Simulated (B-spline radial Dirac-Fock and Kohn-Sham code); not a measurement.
# Re⁵⁺: core levels and X-ray properties

Aim: for Re⁵⁺, compute its X-ray form factor and Compton profile and the binding energy of each subshell.

Program: B-spline radial Dirac-Fock and Kohn-Sham code, version 2. Model: a free atom or ion on a radial basis; each step names its model. All values are calculated, but those marked as tabulated.

## 1. What is computed

Rhenium as Re⁵⁺, [Xe] 4f14 5d2.

```
nuclear charge     : 75
electrons          : 70
mass number        : 187
nuclear rms radius : 5.3698 fm
```

## 2. X-ray scattering functions

Model: Dirac-Fock average of configuration, finite nucleus; form factor of the spherical density, Waller-Hartree incoherent function, impulse-approximation Compton profiles.

The run's settings:

```ini
task = scatter
Z = 75
charge = 5
configuration = 1s2 2s2 2p6 3s2 3p6 3d10 4s2 4p6 4d10 4f14 5s2 5p6 5d2
mass_number = 187
rms_radius = 5.3698  # fm
s = [0.0, 0.07, 0.08, 0.11, 0.13, 0.17, 0.21, 0.26, 0.33, 0.42, 0.52, 0.66, 0.82, 1.03, 1.29, 1.63, 2.04, 2.56, 3.21, 4.03, 5.06, 6.35, 7.97]  # 1/A
pz = [0, 0.1, 0.2, 0.3, 0.4, 0.5, 0.6, 0.8, 1.0, 1.2, 1.4, 1.6, 1.8, 2.0, 2.5, 3.0, 4.0, 5.0, 7.0, 10.0, 15.0, 20.0, 30.0, 40.0, 60.0, 100.0]  # a.u.
photon_energy = [1000, 8047.8, 17479.3, 20000, 30000, 100000, 200000, 1000000]  # eV
```

## 3. Binding energies

Model: Dirac-Fock average of configuration, Delta-SCF, finite nucleus, first-order Breit with its frequency dependence, self-energy and vacuum polarisation.

Settings, as recorded:

```ini
task = binding
```

Q: Predict the outcome of this session. Wanted: rms radius of the electron cloud; form factor halves at; Compton profile at zero; deepest level listed, K; least bound, O4,5; Kα1.

As calculated:

| quantity | value |
| --- | --- |
| rms radius of the electron cloud | 0.635 bohr |
| form factor halves at | 0.72 1/Å |
| Compton profile at zero | 6.858 1/a.u. |
| deepest level listed, K (1s) | 71747.7 eV |
| least bound, O4,5 (5d) | 65.74 eV |
| Kα1 | 61136.6 eV |
| ionisation energy, NIST (theoretical) | 67.0000 eV |

What this shows: f falls from 70 to half of that at s = 0.72 1/Å. Incoherent scattering outweighs coherent from 200 keV on, among the energies asked. For K (1s), relaxation takes off 86.9 eV, Breit terms shift it by -239.57 and QED by -125.71 eV. NIST's ionisation energy differs by +1.26 eV from the least binding energy, within its stated uncertainty. The Hartree-Fock and Dirac-Fock values hold no electron correlation.
